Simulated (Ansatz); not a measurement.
**singlet C2H6In+ at 6 levels**

Wanted: a comparison of 6 runs (HF/3-21G, B3LYP/def2-SVPD, PBE/def2-SVPD, r2SCAN/def2-SVPD, wB97X/def2-SVPD, CCSD/def2-SVPD) of singlet C2H6In+. 

The calculation is run with Ansatz 0.2.0.

33 further runs of the same task are left out: 33 set aside as unsound or not needed.

### Step 1. The structure to begin with

The species is C2H6In+ (9 atoms), meant as a singlet with charge +1. As SMILES of the parent species, `C[In]C`. Geometry: relaxed at PBE0-D4/def2-TZVP. That shape belongs to the parent species and isn't relaxed for this state.

Bond lengths: C1–In2 2.198 Å, In2–C3 2.198 Å, C1–H4 1.093 Å, C1–H5 1.089 Å, C1–H6 1.093 Å, C3–H7 1.093 Å, C3–H8 1.089 Å, C3–H9 1.093 Å. Some angles: C1–In2–C3 117.7°, In2–C1–H4 108.5°, In2–C1–H5 112.1°, In2–C1–H6 108.5°, In2–C3–H7 108.5°, In2–C3–H8 112.1°, In2–C3–H9 108.5°, H4–C1–H5 109.5°, H4–C1–H6 108.7°, H5–C1–H6 109.5°.

### Step 2. The energy at HF/3-21G (run 1)

Contents of job.yaml:

```yaml
crystal:
  periodic: [false, false, false]
  atoms:
    - {symbol: C, position_ang: [0.456290, 1.815870, 0.183390]}
    - {symbol: In, position_ang: [0.277560, 0.050300, -1.113490]}
    - {symbol: C, position_ang: [-0.450470, -1.814830, -0.206650]}
    - {symbol: H, position_ang: [-0.527030, 2.036110, 0.607180]}
    - {symbol: H, position_ang: [0.821920, 2.686500, -0.358540]}
    - {symbol: H, position_ang: [1.143860, 1.578810, 0.999510]}
    - {symbol: H, position_ang: [-1.445190, -1.633350, 0.208840]}
    - {symbol: H, position_ang: [-0.500920, -2.628420, -0.928380]}
    - {symbol: H, position_ang: [0.223960, -2.091000, 0.608130]}
basis:
  gaussian:
    orbitals: 3-21G-spherical.json
total_charge: 1
hamiltonian:
  xc: hf
accuracy: high
output: {orbitals: {seedname: orbitals}}
```

The basis set 3-21G is read from a file made from the Basis Set Exchange's data (not shown).

Run with:

```console
$ ansatz run job.yaml --threads 1 --pin off --max-ram 3480MiB --events-out events.jsonl --progress --plain --runs-dir runs
```

The program printed:

```text
Warning: RAYON_NUM_THREADS=1 ignored (pool sized by the plan → 1); use --threads N
Functional definition: HF
  name "HF"
  exchange = exact_x
  correlation = 0
1341 factors; integrals over basis functions are off by at most 2.8e-8 eV
mean field evaluation 1: about -157638.7057 eV, gradient 3.9e1 eV
mean field evaluation 2: about -157638.8451 eV, gradient 3.9e1 eV
mean field evaluation 4: about -157642.8769 eV, gradient 1.8e0 eV
mean field evaluation 8: about -157642.9062 eV, gradient 8.4e-2 eV
mean field evaluation 16: about -157642.9063 eV, gradient 2.5e-8 eV
mean field -157642.90628140 eV, -5793.2699516417 hartree, gradient 2.5e-8 eV, S^2 0.000000; 0 other end points of the search recorded, 0 dependent functions left out
reference -157642.90628140 eV, -5793.2699516417 hartree; 33, 33 occupied and 28, 28 virtual orbitals, 1341 factors
Total energy: -157642.90628140 eV, -5793.2699516417 hartree
```

Wall time 1.4 s (1 thread of Arm Neoverse V1, shared host); peak memory 0.14 GiB.

### Step 3. A single-point energy at B3LYP/def2-SVPD (core potential) (run 2)

Contents of molecule.yaml:

```yaml
basis:
  gaussian:
    orbitals: def2-SVPD
crystal:
  periodic: [false, false, false]
  atoms:
    - {symbol: C, position_ang: [0.456290, 1.815870, 0.183390]}
    - {symbol: In, position_ang: [0.277560, 0.050300, -1.113490]}
    - {symbol: C, position_ang: [-0.450470, -1.814830, -0.206650]}
    - {symbol: H, position_ang: [-0.527030, 2.036110, 0.607180]}
    - {symbol: H, position_ang: [0.821920, 2.686500, -0.358540]}
    - {symbol: H, position_ang: [1.143860, 1.578810, 0.999510]}
    - {symbol: H, position_ang: [-1.445190, -1.633350, 0.208840]}
    - {symbol: H, position_ang: [-0.500920, -2.628420, -0.928380]}
    - {symbol: H, position_ang: [0.223960, -2.091000, 0.608130]}
total_charge: 1
hamiltonian:
  xc: {name: B3LYP}
accuracy: high
output: {orbitals: {seedname: orbitals}}
```

Run with:

```console
$ ansatz run molecule.yaml --threads 1 --pin off --max-ram 3480MiB --events-out events.jsonl --progress --plain --runs-dir runs
```

The program printed:

```text
Warning: RAYON_NUM_THREADS=1 ignored (pool sized by the plan → 1); use --threads N
Functional definition: B3LYP
  name "B3LYP"
  parameter a0 = 0.2
  parameter ax = 0.72
  parameter ac = 0.81
  exchange = (1 - a0 - ax)*slater_x + ax*b88_x + a0*exact_x
  correlation = (1 - ac)*vwn_rpa_c + ac*lyp_c
2622 factors; integrals over basis functions are off by at most 2.6e-9 eV
mean field evaluation 1: about -7315.2698 eV, gradient 9.3e1 eV
mean field evaluation 2: about -7273.4674 eV, gradient 1.3e2 eV
mean field evaluation 4: about -7338.0103 eV, gradient 6.7e0 eV
mean field evaluation 8: about -7338.2161 eV, gradient 1.5e-1 eV
mean field evaluation 16: about -7338.2161 eV, gradient 2.6e-6 eV
mean field -7338.21612946 eV, -269.6744687360 hartree, gradient 1.8e-8 eV, S^2 0.000000; 0 other end points of the search recorded, 0 dependent functions left out
reference -7338.21617525 eV, -269.6744704189 hartree; 19, 19 occupied and 101, 101 virtual orbitals, 2622 factors
Total energy: -7338.21617525 eV, -269.6744704189 hartree
```

Run time: 14 s. Hardware: 1 thread of Arm Neoverse V1, shared host; peak memory 0.47 GiB.

Runs 3 to 5 aren't shown in full; the table further down has their settings and results.

### Step 4. The energy at CCSD/def2-SVPD (core potential) (run 6)

Contents of input.yaml:

```yaml
crystal:
  periodic: [false, false, false]
  atoms:
    - {symbol: C, position_ang: [0.456290, 1.815870, 0.183390]}
    - {symbol: In, position_ang: [0.277560, 0.050300, -1.113490]}
    - {symbol: C, position_ang: [-0.450470, -1.814830, -0.206650]}
    - {symbol: H, position_ang: [-0.527030, 2.036110, 0.607180]}
    - {symbol: H, position_ang: [0.821920, 2.686500, -0.358540]}
    - {symbol: H, position_ang: [1.143860, 1.578810, 0.999510]}
    - {symbol: H, position_ang: [-1.445190, -1.633350, 0.208840]}
    - {symbol: H, position_ang: [-0.500920, -2.628420, -0.928380]}
    - {symbol: H, position_ang: [0.223960, -2.091000, 0.608130]}
basis:
  gaussian:
    orbitals: def2-SVPD
total_charge: 1
correlation:
  method: ccsd
  frozen_orbitals: {C: 1, H: 0, In: 4}
accuracy: high
scf:
  omitted_lower_state_checks: [cluster_reference, increment]
```

Run with:

```console
$ ansatz run input.yaml --threads 1 --pin off --max-ram 3480MiB --events-out events.jsonl --progress --plain --runs-dir runs
```

The program printed:

```text
Warning: RAYON_NUM_THREADS=1 ignored (pool sized by the plan → 1); use --threads N
[... 4 set-up lines as earlier in the session ...]
these checks for a lower state are left out or cut short: cluster_reference, increment
2622 factors; integrals over basis functions are off by at most 2.6e-9 eV
mean field evaluation 1: about -7289.8831 eV, gradient 4.4e1 eV
mean field evaluation 2: about -7289.9377 eV, gradient 4.4e1 eV
mean field evaluation 4: about -7295.4150 eV, gradient 2.6e0 eV
mean field evaluation 8: about -7295.4598 eV, gradient 1.3e-1 eV
mean field -7295.45988839 eV, -268.1032058582 hartree, gradient 1.6e-8 eV, S^2 0.000000; 0 other end points of the search recorded, 0 dependent functions left out; unrestricted orbitals would lower it
6 core orbitals not correlated: weight in the atoms' cores, before any rotation towards them, 1.000 or more for the frozen orbitals, at most 0.000 for the correlated occupied ones
reference -7295.45988839 eV, -268.1032058582 hartree; 13, 13 occupied and 101, 101 virtual orbitals, 2622 factors
second order -10.49032656 eV of doubles, -0.00000000 eV of singles
cycle   1  -11.19247719 eV  change   -7.0e-1 eV  update   8.3e-2
cycle   2  -11.53992953 eV  change   -3.5e-1 eV  update   2.9e-2
cycle   3  -11.61120695 eV  change   -7.1e-2 eV  update   1.4e-2
cycle   4  -11.61233800 eV  change   -1.1e-3 eV  update   4.8e-3
cycle   5  -11.61140230 eV  change    9.4e-4 eV  update   2.0e-3
cycle   6  -11.61108689 eV  change    3.2e-4 eV  update   6.1e-4
cycle   7  -11.61107391 eV  change    1.3e-5 eV  update   1.9e-4
cycle   8  -11.61112368 eV  change   -5.0e-5 eV  update   7.0e-5
cycle   9  -11.61111364 eV  change    1.0e-5 eV  update   1.6e-5
cycle  10  -11.61110852 eV  change    5.1e-6 eV  update   5.5e-6
cycle  11  -11.61111080 eV  change   -2.3e-6 eV  update   2.3e-6
cycle  12  -11.61111194 eV  change   -1.1e-6 eV  update   8.5e-7
cycle  13  -11.61111272 eV  change   -7.9e-7 eV  update   3.3e-7
cycle  14  -11.61111280 eV  change   -8.2e-8 eV  update   1.1e-7
cycle  15  -11.61111278 eV  change    2.3e-8 eV  update   5.3e-8
cycle  16  -11.61111278 eV  change    2.3e-9 eV  update   3.1e-8
cycle  17  -11.61111316 eV  change   -3.8e-7 eV  update   1.3e-7
cycle  18  -11.61111319 eV  change   -3.3e-8 eV  update   3.9e-8
cycle  19  -11.61111324 eV  change   -4.4e-8 eV  update   1.7e-8
cycle  20  -11.61111325 eV  change   -9.9e-9 eV  update   7.3e-9
cycle  21  -11.61111325 eV  change   -2.8e-9 eV  update   2.5e-9
cycle  22  -11.61111325 eV  change  -3.7e-10 eV  update  8.2e-10
Total energy: -7307.07100165 eV, -268.5299063999 hartree
Checks for a lower state left out: cluster_reference, increment
```

Wall time 50 s (1 thread of Arm Neoverse V1, shared host); peak memory 1.2 GiB.

### Step 5. All runs side by side

| run | level | core potential | frozen core orbitals | energy (Eh) | HOMO energy (eV) | LUMO energy (eV) | HOMO–LUMO gap (eV) | wall time |
| --- | --- | --- | --- | --- | --- | --- | --- | --- |
| 1 | HF/3-21G | none | – | -5793.269952 | -14.84 | -5.75 | 9.09 | 1.4 s |
| 2 | B3LYP/def2-SVPD (core potential) | def2-SVPD | – | -269.674470 | -12.62 | -9.05 | 3.56 | 14 s |
| 3 | PBE/def2-SVPD (core potential) | def2-SVPD | – | -269.487186 | -11.84 | -9.52 | 2.32 | 11 s |
| 4 | r2SCAN/def2-SVPD (core potential) | def2-SVPD | – | -269.615306 | -12.01 | -9.37 | 2.63 | 21 s |
| 5 | wB97X/def2-SVPD (core potential) | def2-SVPD | – | -269.611820 | -14.97 | -6.85 | 8.12 | 42 s |
| 6 | CCSD/def2-SVPD (core potential) | def2-SVPD | 6 | -268.529906 | – | – | – | 50 s |

### Step 6. Outcome

```
                                          quantity          value
                               run 6: total energy  -268.52991 Eh
run 6: correlation energy (6 core orbitals frozen)     -426.7 mEh
                              run 6: T1 diagnostic          0.012
```

**Reading.** Over runs 1, 2, 3, 4, 5 the HOMO–LUMO gap runs from 2.32 eV (PBE/def2-SVPD) to 9.09 eV (HF/3-21G). The two ends differ in method and basis and core potential. Totals of different functionals can't be ranked against each other. Some runs of one species differ in core potentials or relativity; totals across that change don't compare. In run 6 the log says that unrestricted orbitals would lower the reference, so the values rest on an unstable closed-shell determinant (other closed-shell runs at this shape may share the fault). In run 1 relativity is left out where basis or elements ask for it. All runs together took 2.3 min, the longest 50 s.
